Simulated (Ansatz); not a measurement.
Run this with Ansatz 0.2.0 through its Python package and show what comes out.

`polymorphs_scb2.py`
```python
"""Which structure of ScB2 is lowest in energy, at the given cells."""

import warnings

import ansatz
import numpy as np
import pandas as pd
import spglib

PHASES = {
    "Fd-3m": (
        [(0.0, 3.06299, 3.06299), (3.06299, 0.0, 3.06299), (3.06299, 3.06299, 0.0)],
        [
            ("Sc", (0.25, 0.25, 0.25)),
            ("Sc", (0.0, 0.0, 0.0)),
            ("B", (0.625, 0.625, 0.625)),
            ("B", (0.125, 0.625, 0.625)),
            ("B", (0.625, 0.125, 0.625)),
            ("B", (0.625, 0.625, 0.125)),
        ],
    ),
    "P6/mmm": (
        [(3.15, 0.0, 0.0), (-1.575, 2.72798, 0.0), (0.0, 0.0, 3.52)],
        [
            ("Sc", (0.0, 0.0, 0.0)),
            ("B", (1 / 3, 2 / 3, 0.5)),
            ("B", (2 / 3, 1 / 3, 0.5)),
        ],
    ),
}


def build(vectors, sites):
    crystal = ansatz.Crystal(lattice=ansatz.Lattice.of(vectors))
    for symbol, position in sites:
        crystal = crystal.atom(symbol, position)
    return crystal


def compute(name, crystal):
    calc = (
        crystal.calculation()
        .functional("r2scan")
        .basis(600)
        .kpoints(spacing=0.27)
        .occupations("gaussian", width=0.1)
        .stress()
        .band_table()
    )
    return calc.run(threads=1)


def pressure_gpa(outcome):
    return float(np.trace(outcome.report["stress_gpa"]) / 3)


def space_group(outcome):
    sites = outcome.report["lattice"]["sites"]
    kinds = sorted({site["symbol"] for site in sites})
    cell = (outcome.lattice.cell_ang, [site["position_frac"] for site in sites], [kinds.index(site["symbol"]) for site in sites])
    return spglib.get_spacegroup(cell, symprec=0.01)

warnings.simplefilter("ignore", ansatz.DeckWarning)

phases = {name: build(*cell) for name, cell in PHASES.items()}

done = {}
for name, crystal in phases.items():
    done[name] = compute(name, crystal)
    print(f"{name}: {done[name].report['energy_sigma0_ev']:.4f} eV, {len(done[name].lattice.sites)} atoms")

energy = {name: o.report["energy_sigma0_ev"] / len(o.lattice.sites) for name, o in done.items()}
lowest = min(energy.values())
rows = [(name, len(o.lattice.sites), 1000 * (energy[name] - lowest), pressure_gpa(o), space_group(o)) for name, o in done.items()]
rows.sort(key=lambda row: row[2])
print(pd.DataFrame(rows, columns=["phase", "atoms", "dE (meV/atom)", "P (GPa)", "space group"]).round(4).to_string(index=False))
print("order:", " < ".join(row[0] for row in rows))
```

```console
$ python polymorphs_scb2.py
Fd-3m: -4907.0823 eV, 6 atoms
P6/mmm: -2456.4316 eV, 3 atoms
 phase  atoms  dE (meV/atom)  P (GPa)  space group
P6/mmm      3         0.0000  -0.7277 P6/mmm (191)
 Fd-3m      6       963.4737  -1.1087  Fd-3m (227)
order: P6/mmm < Fd-3m
```

By space group at the end of each run: P6/mmm (+0 meV an atom, 10.1 Å³) and Fd-3m (+963 meV an atom, 9.6 Å³).

Notes:
- Absolute energies stand on the zero of these potentials, so only differences at equal settings mean something.
- Spin is left out of this run.
- Pressure is positive in compression.
- The cells come from databases of deposited and of computed structures, and not all need be stable phases.
- The ranking holds among these structures alone, at zero temperature; the ground state may be another structure. Differences under about 40 meV an atom lie within the error of mesh and functional.
- The whole script took 11 s on 1 thread of Arm Neoverse V1 (shared host), peak memory 0.66 GiB.

(Lines on the test bed's own set-up are left out of the output.)
